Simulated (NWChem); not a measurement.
# C2H3F (SMILES C=CF): M06-2X/jun-cc-pV(D+d)Z

What is the electronic atomisation energy of C2H3F at M06-2X/jun-cc-pV(D+d)Z? 

The calculation is run with NWChem 7.3.0.

### 1 The molecule

C2H3F: 6 atoms, total charge 0, spin state singlet. SMILES: `C=CF`. Geometry: relaxed at PBE0-D4/def2-TZVP.

Bond lengths: C1–C2 1.316 Å, C2–F3 1.336 Å, C1–H4 1.082 Å, C1–H5 1.081 Å, C2–H6 1.084 Å. Angles: C1–C2–F3 122.3°, C1–C2–H6 125.7°, F3–C2–H6 112.0°, C2–C1–H4 121.6°, C2–C1–H5 119.2°, H4–C1–H5 119.2°.

### 2 A single-point energy at M06-2X/jun-cc-pV(D+d)Z (run 1)

c2h3f.xyz reads:

```xyz
6

C     -0.536200     0.076400    -0.442800
C      0.490000    -0.016300     0.376600
F      0.966200    -1.192400     0.795500
H     -1.043900    -0.803300    -0.816600
H     -0.880200     1.054100    -0.749700
H      1.046100     0.817400     0.790700
```

c2h3f.nw reads:

```
start c2h3f
memory stack 880 mb heap 220 mb global 1100 mb

geometry noautosym nocenter noautoz
 load format xyz c2h3f.xyz
end

basis spherical bse
 * library "jun-cc-pV(D+d)Z"
end

dft
 xc m06-2x
 grid fine
 convergence energy 1e-08
 maxiter 100
 mulliken
 print low
end

task dft energy
```

Started as:

```console
$ nwchem c2h3f.nw > c2h3f.out
```

The program printed:

```text
[...]
 d= 0,ls=0.0,diis     1   -177.7229131358 -2.46D+02  1.02D-02  3.77D-01     1.0
[...]
 d= 0,ls=0.0,diis    10   -177.7695531469 -2.62D-10  3.78D-07  1.13D-09     7.7
         Total DFT energy =     -177.769553146917
      One electron energy =     -377.340746108957
           Coulomb energy =      154.096037177802
    Exchange-Corr. energy =      -22.318146945489
 Nuclear repulsion energy =       67.793302729728
[...]
      Total Density - Mulliken Population Analysis
     ---------------------------------------------
    Atom       Charge   Shell Charges
 -----------   ------   -------------------------------------------------------
    1 C    6     6.20   2.01  0.66  0.41  0.12  2.08  0.87  0.01  0.04
    2 C    6     5.92   2.01  0.68  0.44  0.02  1.97  0.67 -0.00  0.13
    3 F    9     9.16   2.00  0.90  1.00  0.03  3.33  1.86  0.04  0.01
    4 H    1     0.90   0.75  0.12  0.03
    5 H    1     0.90   0.75  0.12  0.03
    6 H    1     0.92   0.76  0.13  0.03
[...]
```

Wall time 8.4 s (1 thread of Intel Xeon 6975P-C (Granite Rapids), shared host); peak memory 0.11 GiB.

### 3 The C atom (run 2)

m1.nw reads:

```
start m1
title "C M06-2X"
memory stack 880 mb heap 220 mb global 1100 mb
charge 0

geometry noautosym nocenter noautoz
  C     0.000000    0.000000    0.000000
end

basis spherical bse
  * library "jun-cc-pV(D+d)Z"
end

dft
  xc m06-2x
  mult 3
  grid fine
  convergence energy 1e-08
  maxiter 100
  mulliken
  print low
end

task dft energy
```

Started as:

```console
$ nwchem m1.nw > m1.out
```

The program printed:

```text
[...]
 d= 0,ls=0.0,diis     1    -37.7840852947 -3.78D+01  2.19D-02  7.59D-02     0.1
[...]
 d= 0,ls=0.0,diis     7    -37.8382308170 -3.55D-10  1.25D-06  5.26D-11     0.3
[...]
         Total DFT energy =      -37.838230816982
      One electron energy =      -50.443395160892
           Coulomb energy =       17.820485887188
    Exchange-Corr. energy =       -5.215321543278
 Nuclear repulsion energy =        0.000000000000
[...]
      Total Density - Mulliken Population Analysis
     ---------------------------------------------
    Atom       Charge   Shell Charges
 -----------   ------   -------------------------------------------------------
    1 C    6     6.00   2.01  0.93  1.03  0.04  1.25  0.71  0.04  0.00
     --------------------------------------------
      Spin Density - Mulliken Population Analysis
     --------------------------------------------
    Atom       Charge   Shell Charges
 -----------   ------   -------------------------------------------------------
    1 C    6     2.00   0.00  0.06 -0.04 -0.03  1.25  0.71  0.04 -0.00
[...]
      <S2> =      2.0032 (Exact =     2.0000)
[...]
```

Run time: 0.8 s. Hardware: 1 thread of Intel Xeon 6975P-C (Granite Rapids), shared host; peak memory 0.1 GiB.

Run 3 isn't shown in full; the table further down has it.

### 4 The H atom (run 4)

h.nw reads:

```
start h
memory total 2200 mb
charge 0

geometry noautosym nocenter noautoz
 H        0.000000       0.000000       0.000000
end

basis "ao basis" spherical bse
 H library "jun-cc-pV(D+d)Z"
end

dft
 xc m06-2x
 mult 2
 grid fine
 convergence energy 1e-08
 maxiter 100
 mulliken
 print low
end

task dft energy
```

Run the same way, it converges to -0.49741 Eh (log not shown).

### 5 All runs side by side

| run | level | partner | energy (Eh) | wall time |
| --- | --- | --- | --- | --- |
| 1 | M06-2X/jun-cc-pV(D+d)Z | base | -177.769553 | 8.4 s |
| 2 | UM06-2X/jun-cc-pV(D+d)Z | atoms | -37.838231 | 0.8 s |
| 3 | UM06-2X/jun-cc-pV(D+d)Z | atoms | -99.705297 | 1.2 s |
| 4 | UM06-2X/jun-cc-pV(D+d)Z | atoms | -0.497411 | 0.54 s |

### 6 Outcome

Level: M06-2X/jun-cc-pV(D+d)Z.

```
                     quantity        value
         H atom: total energy  -0.49741 Eh
                 H atom: ⟨S²⟩        0.750
electronic atomisation energy    24.370 eV
```

In words: Taking the molecule apart into free atoms costs 24.37 eV (2351 kJ/mol), before zero-point energy and without spin-orbit coupling. All runs together took 11 s, the longest 8.4 s.
